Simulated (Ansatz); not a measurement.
# Si₂H₃Cl₃ (built from SMILES [SiH3][Si](Cl)(Cl)Cl; bonds differ from it in a structure shown): search for a transition state

Aim: find the saddle point of a extrusion of a silylene or germylene that is to form Si1–Cl3 and break Si1–Si2, Si2–Cl3, prove it by its vibrations, and relax downhill on both sides to see what it joins.

The runs use Ansatz 0.2.0, Gaussian basis; PBE0-D4, def2-SVP first, then def2-TZVP.

114 further runs of the same task are left out: 114 set aside as unsound or not needed. Runs told in other sessions of the task aren't counted.

### 1 Starting geometry

The guess: 8 atoms, charge 0, spin multiplicity 1.

Atoms are counted from 1 here; the program's logs count them from 0.

Bond lengths: Si1–Si2 2.469 Å, Si1–H6 1.461 Å, Si1–H7 1.464 Å, Si1–H8 1.488 Å, Si2–Cl3 2.339 Å, Si2–Cl4 2.038 Å, Si2–Cl5 2.039 Å. Angles: Si2–Si1–H6 94.5°, Si2–Si1–H7 94.5°, Si2–Si1–H8 142.9°, H6–Si1–H7 124.4°, H6–Si1–H8 102.8°, H7–Si1–H8 102.0°, Si1–Si2–Cl3 61.6°, Si1–Si2–Cl4 128.0°, Si1–Si2–Cl5 125.3°, Cl3–Si2–Cl4 99.3°, Cl3–Si2–Cl5 99.0°, Cl4–Si2–Cl5 104.3°.

As a file:

```
Si   -0.2106   -0.0973    1.2309
Si   -0.1595    0.4955   -1.1649
Cl    1.1809   -1.2738   -0.4273
Cl   -1.1138   -0.4346   -2.7068
Cl    1.2751    1.6279   -2.0697
H    -1.5979   -0.5562    1.2049
H     0.2129    1.2276    1.6872
H     0.4129   -0.9892    2.2458
```

Distances that are to change: Si1–Cl3 2.46 Å, Si1–Si2 2.47 Å, Si2–Cl3 2.34 Å.

### 2 Relaxing the guess with the reacting distances held

The input, hold/in.yaml:

```yaml
crystal:
  periodic: [false, false, false]
  atoms:
    - {symbol: Si, position_ang: [-0.210600, -0.097300, 1.230900]}
    - {symbol: Si, position_ang: [-0.159500, 0.495500, -1.164900]}
    - {symbol: Cl, position_ang: [1.180900, -1.273800, -0.427300]}
    - {symbol: Cl, position_ang: [-1.113800, -0.434600, -2.706800]}
    - {symbol: Cl, position_ang: [1.275100, 1.627900, -2.069700]}
    - {symbol: H, position_ang: [-1.597900, -0.556200, 1.204900]}
    - {symbol: H, position_ang: [0.212900, 1.227600, 1.687200]}
    - {symbol: H, position_ang: [0.412900, -0.989200, 2.245800]}
basis:
  gaussian: {orbitals: def2-SVP}
hamiltonian: {xc: pbe0, dispersion: d4}
relax: {f_tol: 0.04, max_steps: 150, escape_saddle: false, constraints: [{distance: [0, 2]}, {distance: [0, 1]}, {distance: [1, 2]}]}
```

Launch:

```console
ansatz run in.yaml --threads 8 --pin off --events-out ev --progress --plain --max-ram 19148MiB
```

Further steps of the session: A starting Hessian; Saddle search in the small basis; Saddle search in triple zeta; Checking the order of the point; Relaxing after a step of 0.30 Å one way along the mode; Relaxing after a step of 0.30 Å the other way along the mode.

What does the calculation give? Wanted: imaginary mode; barrier from the start side; barrier from the end side; energy of the step; pairs that change; zero-point energy at the saddle.

**Answer**, as computed:

```
                       quantity                                           value
                 imaginary mode                                       250i cm⁻¹
    barrier from the start side                                    189.2 kJ/mol
      barrier from the end side                                     40.3 kJ/mol
             energy of the step                                   +149.0 kJ/mol
              pairs that change  Si1–Cl3 formed, Si1–Si2 broken, Si2–Cl3 broken
zero-point energy at the saddle                                        0.815 eV
```

What this shows: The point has a single imaginary mode (250i cm⁻¹), as a transition state must. Going downhill both ways gives the intended start and end. At PBE0-D4/def2-TZVP the electronic barrier is 189.2 kJ/mol, about 76 kT at 298 K, and the step runs 149.0 kJ/mol uphill. The ends are the nearest minima, not always the lowest complexes.
